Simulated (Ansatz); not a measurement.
Run this with the Ansatz DFT code, driven from Python and show what comes out.

`transition.py`
```python
'''Enthalpies of two structures of PbO2 under pressure.'''

import csv
import warnings

import ansatz as az
import numpy as np


def fluorite(first, second, a):
    return (
        az.Lattice.fcc(a)
        .space_group(225)
        .atom(first, (0, 0, 0))
        .atom(second, (0.25, 0.25, 0.25))
        .primitive()
    )


def alb2(first, second, a):
    return (
        az.Lattice.from_parameters(a, a, 1.1 * a, alpha=90, beta=90, gamma=120)
        .space_group(191)
        .atom(first, (0, 0, 0))
        .atom(second, (1 / 3, 2 / 3, 0.5))
    )


def run_phase(name, crystal, pressure=0.0):
    calc = crystal.calculation()
    calc = calc.basis(47 * az.Ry).accuracy('medium')
    calc = calc.functional('r2scan')
    calc = calc.mixing('anderson')
    calc = calc.scf(tolerance=1e-07, algorithm='density_mixing')
    calc = calc.kpoints(spacing=0.4)
    calc = calc.occupations('fermi_dirac', width=0.01)
    calc = calc.relax(force_tolerance=0.01, max_steps=40, cell=True, pressure=pressure)
    return calc.run(threads=1)


def volume_per_atom(outcome):
    return abs(np.linalg.det(outcome.lattice.cell_ang)) / len(outcome.lattice.sites)

warnings.simplefilter('ignore', az.DeckWarning)

phases = {}
phases['fluorite'] = fluorite('Pb', 'O', 5.36)
phases['AlB2'] = alb2('Pb', 'O', 3.38)

# enthalpy per atom at each pressure
pressures = [0, 5, 10, 20]
enthalpy, volume = {name: [] for name in phases}, {name: [] for name in phases}
for p in pressures:
    for name, crystal in phases.items():
        o = run_phase(name, crystal, pressure=p)
        volume[name].append(volume_per_atom(o))
        enthalpy[name].append(o.report['energy_sigma0_ev'] / len(o.lattice.sites) + p * volume[name][-1] / 160.21766)
gap = np.array(enthalpy['AlB2']) - np.array(enthalpy['fluorite'])
rows = [(p, va, vb, 1000 * d) for p, va, vb, d in zip(pressures, volume['fluorite'], volume['AlB2'], gap)]
with open('transition.csv', 'w', newline='') as handle:
    writer = csv.writer(handle)
    writer.writerow(['P (GPa)', 'V fluorite (A^3/atom)', 'V AlB2 (A^3/atom)', 'H(AlB2) - H(fluorite) (meV/atom)'])
    writer.writerows([round(v, 4) if isinstance(v, float) else v for v in row] for row in rows)
print(open('transition.csv').read())
crossings = [p0 - g0 * (p1 - p0) / (g1 - g0) for p0, p1, g0, g1 in zip(pressures, pressures[1:], gap, gap[1:]) if g0 * g1 < 0]
print('crossing near', [round(float(p), 1) for p in crossings], 'GPa') if crossings else print('no crossing in this range')
```

```console
$ python transition.py
P (GPa),V fluorite (A^3/atom),V AlB2 (A^3/atom),H(AlB2) - H(fluorite) (meV/atom)
0,12.5222,13.7049,942.9988
5,12.1726,13.1483,976.5142
10,11.8732,12.5115,1002.4776
20,11.3803,11.8246,1035.8605

no crossing in this range
```

What to keep in mind:
- The settings weren't tested for convergence.
- At a fixed pressure a relaxation lowers the enthalpy F + PV, while F alone can rise.
- For the metals among these phases the mesh is modest: differences between phases can be off by up to 40 meV an atom.
- The program warned that this SCF threshold is loose for forces or stresses.
- Spin-orbit coupling, which matters for elements this heavy, is left out.
- Only these two structures are compared, at zero temperature and with their symmetry kept; either may be hypothetical, and another phase may be lower than both. Differences under about 40 meV an atom lie within the error of mesh and functional.
- The cells are prototypes set up for this calculation and needn't exist.
- The script silences the warnings on its input, which a real study should read.
- Run time: 2.8 min on 1 thread of Arm Neoverse V1 (shared host), peak memory 0.54 GiB.

(Lines on the test bed's own set-up are left out of the output.)
